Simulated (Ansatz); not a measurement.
# CH5BLiO: the cost of one run

Method: UKS B3LYP/def2-SVP, in Ansatz 0.2.0.

### 1 The structure to begin with

Bond lengths: Li1–B2 2.111 Å, B2–C3 1.573 Å, B2–O4 1.420 Å, C3–H5 1.091 Å, C3–H6 1.093 Å, C3–H7 1.097 Å, O4–H8 0.965 Å, O4–H9 0.983 Å. Angles: Li1–B2–C3 111.1°, Li1–B2–O4 142.0°, C3–B2–O4 106.9°, B2–C3–H5 113.3°, B2–C3–H6 110.2°, B2–C3–H7 114.0°, H5–C3–H6 105.0°, H5–C3–H7 107.1°, H6–C3–H7 106.7°, B2–O4–H8 125.9°, B2–O4–H9 118.1°, H8–O4–H9 115.9°.

Coordinates:

```xyz
9

Li   -2.2252    0.4684   -1.4141
B    -0.6440   -0.1609   -0.1650
C     0.6279    0.7429   -0.3621
O    -0.3096   -1.1345    0.8126
H     0.8894    0.8956   -1.4099
H     0.4429    1.7451    0.0326
H     1.5257    0.3664    0.1432
H    -0.9027   -1.8087    1.1660
H     0.5955   -1.1143    1.1966
```

### 2 Relaxing end A

input.yaml reads:

```yaml
crystal:
  periodic: [false, false, false]
  atoms:
    - { symbol: Li, position_ang: [-2.22519, 0.46839, -1.4141] }
    - { symbol: B, position_ang: [-0.64395, -0.16091, -0.16499] }
    - { symbol: C, position_ang: [0.62785, 0.7429, -0.36208] }
    - { symbol: O, position_ang: [-0.30957, -1.13447, 0.81262] }
    - { symbol: H, position_ang: [0.88945, 0.89564, -1.40986] }
    - { symbol: H, position_ang: [0.44289, 1.74507, 0.03262] }
    - { symbol: H, position_ang: [1.5257, 0.36636, 0.14323] }
    - { symbol: H, position_ang: [-0.9027, -1.80868, 1.16599] }
    - { symbol: H, position_ang: [0.59553, -1.11428, 1.19657] }
total_charge: 1
magnetization:
  spin_polarized: true
basis:
  gaussian: { orbitals: def2-SVP }
hamiltonian:
  xc: b3lyp
relax:
  f_tol: 0.02
  max_steps: 50
```

Started as:

```sh
$ ansatz run input.yaml --threads 2 --pin off --max-ram 3072MiB --backend cpu --events-out ev --progress --plain --runs-dir out
```

**Question.** How long does this run take on 2 threads of Intel Xeon Platinum 8488C (Sapphire Rapids), shared host, and how much memory does it need?

About 16 s, with a peak of 0.21 GiB.
